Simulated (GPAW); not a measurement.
A run of GPAW 26.7.0 is set up as follows.

Contents of run.py:

```python
from ase.dft.bandgap import bandgap
from ase.io import read, write
from ase.units import GPa
from gpaw import GPAW, PW

atoms = read('POSCAR')

calc = GPAW(mode=PW(800),
            xc='PBE',
            kpts={'size': (10, 10, 8), 'gamma': True},
            occupations={'name': 'fermi-dirac', 'width': 0.05},
            nbands=23,
            convergence={'density': 1e-05, 'energy': 1e-05},
            maxiter=150,
            txt='gpaw.txt')
atoms.calc = calc
energy = atoms.get_potential_energy()
forces = atoms.get_forces()
stress = atoms.get_stress()
calc.write('gs.gpw')
write('result.traj', atoms)
print(f'Energy: {energy:.6f} eV')
print('Forces (eV/A):')
print(forces.round(4))
print('Stress (GPa):', (stress / GPa).round(3))
print('Fermi level:', round(calc.get_fermi_level(), 4), 'eV')
print(f'Gap: {bandgap(calc)[0]:.4f} eV, direct: {bandgap(calc, direct=True)[0]:.4f} eV')
```

The input POSCAR:

```
AgB2
1.0
    3.0000000000      0.0000000000      0.0000000000
   -1.5000000000      2.5980762114      0.0000000000
    0.0000000000      0.0000000000      3.2400000000
Ag B
1 2
Direct
    0.0360410000      0.0305240000     -0.0081280000
    0.6563130000      0.3299070000      0.4948570000
    0.3154480000      0.6601750000      0.5095530000
```

Potentials or basis: GPAW PAW data sets (gpaw-data 1.2.1), pw.

Command:

```bash
$ OMP_NUM_THREADS=1 python run.py
```

Question: Predict the pressure.

Answer: 55.6 GPa.

Question: Estimate the band gap on the k mesh.

Answer: None (metal or under the smearing width).

Stress tensor (GPa, compression positive):
```
44.04  1.38 -0.57
 1.38 43.08 -0.66
-0.57 -0.66 79.56
```
